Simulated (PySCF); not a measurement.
# From one method to the next for ZnO

Starting from one script, swap the method and compare what comes out for ZnO.

The runs use PySCF 2.14.0; each script names its method and basis.

3 further runs of the same task are left out: 3 that didn't finish.

**1. The system as given**

ZnO: 2 atoms, charge 0, spin multiplicity 1.

Bond lengths: Zn1–O2 1.665 Å.

**2. The run that the others are compared with**

Input file input.py:

```python
from pyscf import gto, dft
from pyscf.geomopt.geometric_solver import optimize

mol = gto.M(
    atom='Zn 0 0 0; O 0 0 1.665',
    basis='6-31g',
    charge=0,
    spin=0,
    verbose=4,
)
mf = dft.RKS(mol, xc='pbe0')
mf.kernel()
g = mf.nuc_grad_method()
g.grid_response = True
mol_eq = optimize(g.as_scanner(), maxsteps=30)
print('optimised geometry (angstrom)')
print(mol_eq.tostring('raw'))
print('orbital energies (hartree):', mf.mo_energy[..., max(0, mol.nelec[1]-3):mol.nelec[0]+3].round(4))
```

Launch:

```console
$ OMP_NUM_THREADS=1 python input.py
```

The log of this run is left out.

Base result: at the starting geometry E(SCF) = -1853.824358 Eh, 13 cycles, optimised bond 1.693 Å in 4 steps; the optimisation lowers the energy by 0.012 eV.

**3. Pbesol**

Run 1 changes functional: pbe0 → pbesol.

Input file input.py:

```python
from pyscf import gto, dft
from pyscf.geomopt.geometric_solver import optimize

mol = gto.M(
    atom='Zn 0 0 0; O 0 0 1.665',
    basis='6-31g',
    charge=0,
    spin=0,
    verbose=4,
)
mf = dft.RKS(mol, xc='pbesol')
mf.kernel()
g = mf.nuc_grad_method()
g.grid_response = True
mol_eq = optimize(g.as_scanner(), maxsteps=30)
print('optimised geometry (angstrom)')
print(mol_eq.tostring('raw'))
print('orbital energies (hartree):', mf.mo_energy[..., max(0, mol.nelec[1]-3):mol.nelec[0]+3].round(4))
```

Launch:

```console
$ OMP_NUM_THREADS=1 python input.py
```

**4. 0.5*hf+0.5*b88,lyp**

Run 2 changes functional: pbe0 → 0.5*hf+0.5*b88,lyp.

Changes to input.py since step 2:

```diff
@@ -10,3 +10,3 @@
 )
-mf = dft.RKS(mol, xc='pbe0')
+mf = dft.RKS(mol, xc='0.5*hf+0.5*b88,lyp')
 mf.kernel()
```

**5. Stability test**

Run 3 changes step after the SCF: optimize → stability.

Input file input.py:

```python
from pyscf import gto, dft

mol = gto.M(
    atom='Zn 0 0 0; O 0 0 1.665',
    basis='6-31g',
    charge=0,
    spin=0,
    verbose=4,
)
mf = dft.RKS(mol, xc='pbe0')
mf.kernel()
mf.stability(internal=True, external=True)
mf.dip_moment()
print('orbital energies (hartree):', mf.mo_energy[..., max(0, mol.nelec[1]-3):mol.nelec[0]+3].round(4))
```

**6. Bhandhlyp**

Run 4 changes functional: pbe0 → bhandhlyp.

Changes to input.py since step 2:

```diff
@@ -10,3 +10,3 @@
 )
-mf = dft.RKS(mol, xc='pbe0')
+mf = dft.RKS(mol, xc='bhandhlyp')
 mf.kernel()
```

What does the calculation give? Wanted: for each run, E(SCF); from base; gap; SCF dipole; after the SCF.

As calculated:

```tsv
run	E(SCF) (hartree)	from base (eV)	cycles	gap (eV)	SCF dipole (D)	after the SCF
base	-1853.824358	0	13	3.00	n/a	bond 1.693 Å, -0.012 eV
pbesol	-1852.184842	not comparable	14	0.73	n/a	bond 1.675 Å, -0.002 eV
0.5*hf+0.5*b88,lyp	-1854.069352	not comparable	12	5.35	n/a	bond 1.712 Å, -0.031 eV
stability test	-1853.824358	0.0000	13	3.00	5.50	unstable: RHF/RKS -> UHF/UKS
bhandhlyp	-1854.069352	not comparable	12	5.35	n/a	bond 1.712 Å, -0.031 eV
```

SCF columns refer to the geometry typed in the script.

The gap between the frontier levels is 0.7 eV with pbesol (0 % exact exchange) and 5.4 eV with bhandhlyp (50 %): exact exchange opens it. A lower total energy from another functional means nothing by itself.
